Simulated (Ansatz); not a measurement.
**AlFH3NO2Si: a ladder of functionals and wavefunction methods**

One table from this session's results is given with a row withheld; the runs are named, their logs left out.

Method: functionals in def2-TZVPP, the program's frozen cores in correlated methods; program: Ansatz 0.2.0, Gaussian basis.

The runs, in order: LDA (SPW92), PBE-D4, revPBE-D4, BLYP-D4, r2SCAN-D4, B97M-V, PBE0-D4, B3LYP-D4, r2SCANh-D4, r2SCAN0-D4, HSE06-D4, BHLYP-D4, CAM-B3LYP-D4, LC-ωPBE, ωB97X-V, ωB97M-V, B2PLYP, PBE-QIDH; CCSD(T)/def2-SVP; CCSD(T)/def2-TZVPP; MP2/def2-QZVPP; extrapolation to the limit; RPA on PBE.

## The geometry

The geometry comes from an earlier relaxation with PBE0-D4 in a triple-zeta def2 set; it is a stationary point, not always the lowest conformer.

SMILES `O[Si]1(O)[NH][Al]1[F]`, 9 atoms, charge 0, spin multiplicity 1.

Atoms are counted from 1 here; the program's logs count them from 0.

Bond lengths: O1–Si2 1.645 Å, O1–H7 0.959 Å, Si2–O3 1.635 Å, Si2–N4 1.731 Å, Si2–Al5 2.295 Å, O3–H8 0.960 Å, N4–Al5 1.789 Å, N4–H9 1.013 Å, Al5–F6 1.646 Å. Angles: Si2–O1–H7 116.5°, O1–Si2–O3 102.6°, O1–Si2–N4 119.8°, O1–Si2–Al5 130.2°, O3–Si2–N4 115.2°, O3–Si2–Al5 126.3°, N4–Si2–Al5 50.4°, Si2–O3–H8 115.5°, Si2–N4–Al5 81.3°, Si2–N4–H9 130.0°, Al5–N4–H9 148.4°, Si2–Al5–N4 48.2°, Si2–Al5–F6 177.9°, N4–Al5–F6 133.8°.

Geometry (Å):

```xyz
9
charge 0, multiplicity 1
O     0.6306   -0.9560    1.5579
Si    0.4642   -0.2271    0.0924
O     1.4265   -1.1350   -0.8685
N    -1.1172    0.0900   -0.5374
Al   -0.5141    1.7727   -0.4632
F    -1.1609    3.2331   -0.8597
H     0.1783   -0.5420    2.2947
H     2.0270   -1.7281   -0.4110
H    -1.8459   -0.5539   -0.8222
```

The first run:

Input file in.yaml:

```yaml
crystal:
  periodic: [false, false, false]
  atoms:
    - {symbol: O, position_ang: [0.630571, -0.956037, 1.557894]}
    - {symbol: Si, position_ang: [0.464171, -0.227098, 0.092382]}
    - {symbol: O, position_ang: [1.426456, -1.135026, -0.868522]}
    - {symbol: N, position_ang: [-1.117154, 0.089955, -0.537401]}
    - {symbol: Al, position_ang: [-0.514099, 1.772730, -0.463200]}
    - {symbol: F, position_ang: [-1.160883, 3.233123, -0.859746]}
    - {symbol: H, position_ang: [0.178306, -0.542011, 2.294666]}
    - {symbol: H, position_ang: [2.027027, -1.728105, -0.411003]}
    - {symbol: H, position_ang: [-1.845894, -0.553930, -0.822172]}
basis:
  gaussian: {orbitals: def2-TZVPP}
hamiltonian: {xc: lda}
output: {orbitals: {seedname: orbitals}}
```

Launch:

```console
$ ansatz run in.yaml --threads 4 --pin off --events-out ev --progress --plain --max-ram 10444MiB
```

Steps of the session up to this table: LDA; PBE-D4 (GGA); revPBE-D4 (GGA); BLYP-D4 (GGA); r2SCAN-D4 (meta-GGA); B97M-V (meta-GGA); PBE0-D4 (hybrid); B3LYP-D4 (hybrid); r2SCANh-D4 (hybrid); r2SCAN0-D4 (hybrid); HSE06-D4 (hybrid); BHLYP-D4 (hybrid); CAM-B3LYP-D4 (range-separated); LC-ωPBE (range-separated); ωB97X-V (range-separated); ωB97M-V (range-separated); B2PLYP (double hybrid); PBE-QIDH (double hybrid).

One table of the session follows, with a row left open; its other results are not shown here.

It belongs to the step «Orbital energies across the functionals». 

| functional | HOMO (eV) | gap (eV) |
| --- | --- | --- |
| LDA (SPW92) | -5.81 | 3.75 |
| PBE-D4 | -5.68 | 3.86 |
| revPBE-D4 | -5.61 | 3.91 |
| BLYP-D4 | -5.57 | 3.83 |
| r2SCAN-D4 | -5.86 | 4.36 |
| B97M-V | -5.89 | 4.25 |
| PBE0-D4 | -6.73 | 5.72 |
| B3LYP-D4 | -6.57 | 5.30 |
| r2SCANh-D4 | ? | ? |
| r2SCAN0-D4 | -6.84 | 6.02 |
| HSE06-D4 | -6.34 | 4.95 |
| BHLYP-D4 | -7.71 | 7.50 |
| CAM-B3LYP-D4 | -8.00 | 7.93 |
| LC-ωPBE | -9.18 | 10.29 |
| ωB97X-V | -8.92 | 9.91 |
| ωB97M-V | -8.72 | 9.43 |

Estimate the missing values for r2SCANh-D4.

Worked estimate for «HOMO (eV)». Against the share of exact exchange, r2SCAN-D4 (0, -5.86), r2SCAN0-D4 (0.25, -6.84) give a slope of -3.92 per unit share; at 0.1 the line stands at -6.25.

As computed: HOMO (eV): -6.25; gap (eV): 5.02. In «HOMO (eV)» the line misses by 0.00.
